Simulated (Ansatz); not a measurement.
# Ta4F: the cost of one run

Computed with Ansatz 0.2.0 (DFT LDA, scalar-relativistic, plane waves, PAW, unless a step's input says otherwise).

4 further runs of the same task are left out: 4 set aside as unsound or not needed.

### 1 The system as given

Symmetry: Pmm2, No. 25, orthorhombic system. The conventional cell has a = 3.253 Å, b = 3.253 Å, c = 20.214 Å, α = 90.00°, β = 90.00°, γ = 90.00°. Ta (site symmetry mm2) has 9 Ta at 2.82 to 3.25 Å as nearest neighbours. Around Ta (site symmetry mm2) lie 9 Ta at 2.81 to 3.09 Å. Ta (site symmetry mm2) has 13 Ta at 2.73 to 3.25 Å and 2 F at 3.11 Å as nearest neighbours. Ta (site symmetry mm2) has 2 F at 2.01 Å as nearest neighbours. F (site symmetry mm2) has 2 Ta at 2.01 Å as nearest neighbours.

As a file:

```cif
data_structure
_symmetry_space_group_name_H-M 'Pmm2'
_symmetry_Int_Tables_number 25
_cell_length_a 3.2529
_cell_length_b 3.2529
_cell_length_c 20.2137
_cell_angle_alpha 90.000
_cell_angle_beta 90.000
_cell_angle_gamma 90.000
_cell_volume 213.88
loop_
_atom_site_label
_atom_site_type_symbol
_atom_site_symmetry_multiplicity
_atom_site_Wyckoff_symbol
_atom_site_fract_x
_atom_site_fract_y
_atom_site_fract_z
_atom_site_occupancy
Ta1 Ta 1 d 0.50000 0.50000 0.19789 1
Ta2 Ta 1 a 0.00000 0.00000 0.27835 1
Ta3 Ta 1 d 0.50000 0.50000 0.35803 1
Ta4 Ta 1 a 0.00000 0.00000 0.43108 1
F1 F 1 b 0.00000 0.50000 0.48944 1
```

This is the geometry of the first run shown, built on a cell relaxed beforehand with the same method.

### 2 What is varied

Atoms count from 1 in the order of the input.

F is moved over the surface cell; relaxed at each place: the height of the adsorbate's atoms; substrate rigid; the origin of the map has the adsorbate above Ta4.

- position of F5 along the first surface vector, from above Ta4: 8 values from 0.000 to 0.875, periodic
- position of F5 along the second surface vector, from above Ta4: 8 values from 0.000 to 0.875, periodic

Relaxed at each point: the height of the adsorbate's atoms; substrate rigid. Points are written as (first, second).

The two vectors of the plane (Å): (3.253, 0.000, 0.000); (0.000, 3.253, 0.000).

### 3 The run at (0/8, 4/8) of the map's two axes

The input, input.yaml:

```yaml
crystal:
  lattice:
    - [3.2528679937, 0.0, 0.0]
    - [0.0, 3.2528679937, 0.0]
    - [0.0, 0.0, 20.2137485622]
  atoms:
    - { symbol: Ta, position: [0.5, 0.5, 0.197885117] }
    - { symbol: Ta, position: [0.0, 0.0, 0.2783468875] }
    - { symbol: Ta, position: [0.5, 0.5, 0.3580282239] }
    - { symbol: Ta, position: [0.0, 0.0, 0.4310802885] }
    - { symbol: F, position: [0.0, 0.5, 0.4894357191] }
basis:
  ecutwfc: 420
kpoints:
  mp_grid: { grid: [8, 8, 1] }
hamiltonian:
  xc: lda
scf:
  occupations: { method: gaussian, width: 0.1 }
output:
  forces: true
  eigenvalues: true
relax:
  adjacent_minimum: "off"
  f_tol: 0.025
  max_steps: 16
  constraints: [{ sites: [0, 1, 2, 3] }, { sites: [4], fix: xy }]
efield:
  axis: 3
  dipole_correction: true
  ramp_width: 0.04
```

Launch:

```bash
$ ansatz run input.yaml --threads 1 --pin off --max-ram 3072MiB --backend cpu --events-out ev --progress --plain --runs-dir out
```

Q: Estimate wall time and peak memory on 1 thread of Arm Neoverse V1, shared host.

About 68 s, with a peak of 0.43 GiB.
